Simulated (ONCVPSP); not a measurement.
# Pseudopotential generation for gold: ONCV, PBEsol

Task: generate the file, and judge it by its errors in other configurations, its logarithmic derivatives, its ghosts and its cutoff.

The numbers are computed with ONCVPSP 4.0.1.1 (patched build) (PBEsol, scalar-relativistic, spin-unpolarised reference atom).

### 1 The atom and the settings

The settings as typed:

* element: gold (Au, Z = 79)
* type: optimised norm-conserving Vanderbilt (ONCV)
* frozen core: [Kr] 4d10 4f14
* valence charge: 19
* reference configuration: 5s2 5p6 5d10 6s1
* partial waves: 5s+6s: rc 1.80 bohr, ncon 4, nbas 8, qcut 6.8 1/bohr, 2 projectors; 5p: rc 1.05 bohr, ncon 4, nbas 8, qcut 6.8 1/bohr, 2 projectors, debl 1.2 Ha; 5d: rc 1.80 bohr, ncon 5, nbas 10, qcut 7.9 1/bohr, 2 projectors, debl 1.8 Ha
* local potential: polynomial inside 1.00 bohr (lpopt 3, dvloc0 0 Ha)
* core correction: Teter function fitted to the true core (icmod 2), fcfact 0.45

The outer shells as boxes (Hund's rule for the drawing; the calculation is spin-unpolarised):

```
[Kr] core
4d [↑↓][↑↓][↑↓][↑↓][↑↓]
4f [↑↓][↑↓][↑↓][↑↓][↑↓][↑↓][↑↓]
5s [↑↓]
5p [↑↓][↑↓][↑↓]
5d [↑↓][↑↓][↑↓][↑↓][↑↓]
6s [↑ ]
```

An earlier all-electron run gives the scale for the radii.

All-electron outer shells of the reference configuration (PBEsol, scalar-relativistic, ld1.x):

```json
{"shell": "5s", "level (eV)": "-108.44", "outermost node (bohr)": "0.48", "outermost maximum (bohr)": "0.84"}
{"shell": "4f", "level (eV)": "-81.19", "outermost node (bohr)": "–", "outermost maximum (bohr)": "0.37"}
{"shell": "5p", "level (eV)": "-59.80", "outermost node (bohr)": "0.52", "outermost maximum (bohr)": "0.96"}
{"shell": "5d", "level (eV)": "-6.90", "outermost node (bohr)": "0.56", "outermost maximum (bohr)": "1.21"}
{"shell": "6s", "level (eV)": "-5.80", "outermost node (bohr)": "1.11", "outermost maximum (bohr)": "2.32"}
{"shell": "6p", "level (eV)": "-0.70", "outermost node (bohr)": "1.32", "outermost maximum (bohr)": "3.55"}
```

### 2 Generating the potential

Input file Au.dat:

```
# ATOM AND REFERENCE CONFIGURATION
# atsym  z   nc   nv     iexc    psfile
  Au 79.00   10    4  -116133      upf
#
#   n    l    f
    1    0    2.00
    2    0    2.00
    2    1    6.00
    3    0    2.00
    3    1    6.00
    3    2   10.00
    4    0    2.00
    4    1    6.00
    4    2   10.00
    4    3   14.00
    5    0    2.00
    5    1    6.00
    5    2   10.00
    6    0    1.00
#
# PSEUDOPOTENTIAL AND OPTIMIZATION
# lmax
    2
#
#   l,   rc,      ep,       ncon, nbas, qcut
    0    1.80    0.00    4    8    6.80
    1    1.05    0.00    4    8    6.80
    2    1.80    0.00    5   10    7.90
#
# LOCAL POTENTIAL
# lloc, lpopt,  rc(5),   dvloc0
    4    3    1.00    0.00
#
# VANDERBILT-KLEINMAN-BYLANDER PROJECTORs
# l, nproj, debl
    0    2    3.60
    1    2    1.20
    2    2    1.80
#
# MODEL CORE CHARGE
# icmod, fcfact, rcfact
    2    0.45    1.10
#
# LOG DERIVATIVE ANALYSIS
# epsh1, epsh2, depsh
   -5.00    5.00    0.04
#
# OUTPUT GRID
# rlmax, drl
    6.00    0.01
#
# TEST CONFIGURATIONS
# ncnf
    4
# nvcnf
#   n    l    f
    4
    5    0    2.00
    5    1    6.00
    5    2   10.00
    6    0    0.00
#
    4
    5    0    2.00
    5    1    6.00
    5    2    9.00
    6    0    0.00
#
    4
    5    0    2.00
    5    1    6.00
    5    2    8.00
    6    0    0.00
#
    4
    5    0    1.00
    5    1    6.00
    5    2   10.00
    6    0    1.00
#
```

On the command line:

```
$ oncvpsp.x < Au.dat > Au.out
```

**Question.** What will these runs give? Wanted: cutoffs for 1 and 0.1 mHa per electron, occupied waves; bound ghosts; GHOST(+) flags; largest test error; largest phase difference near zero energy, channels read; rms error of d²Exc/dn², without and with the model core; projector energies reset by the program.

The runs gave:

```
                                                quantity                           value
  cutoffs for 1 and 0.1 mHa per electron, occupied waves               165 Ha and 193 Ha
                                            bound ghosts                      none found
                                          GHOST(+) flags                     s at 117 eV
                            largest test error (AE − PS)  -887 meV, for 5s1 5p6 5d10 6s1
largest phase difference near zero energy, channels read                       0.001 rad
 rms error of d²Exc/dn², without and with the model core               8.21 and 1.69 mHa
                 projector energies reset by the program             p: -2.198, 0.250 Ha
```

What this shows: By total energies transferability is poor: the largest error is 887 meV on 115.3 eV, for 5s1 5p6 5d10 6s1. That test lies far up in energy; among those under 40 eV, nearer to bonding, the largest error is 9.4 meV. It counts as very hard, with 165 Ha needed at the looser tolerance. At the looser tolerance the 5p wave is the slowest; 5d needs 21 Ha. It is free of bound ghosts as far as tested. Near zero energy the phases of the channels with partial waves agree within 0.001 rad. The program also flags highly localised states, GHOST(+) (s). Note that the frozen 4f shell (-81 eV) lies higher than the valence 5s shell (-108 eV). All of this concerns the isolated atom, not yet a solid.
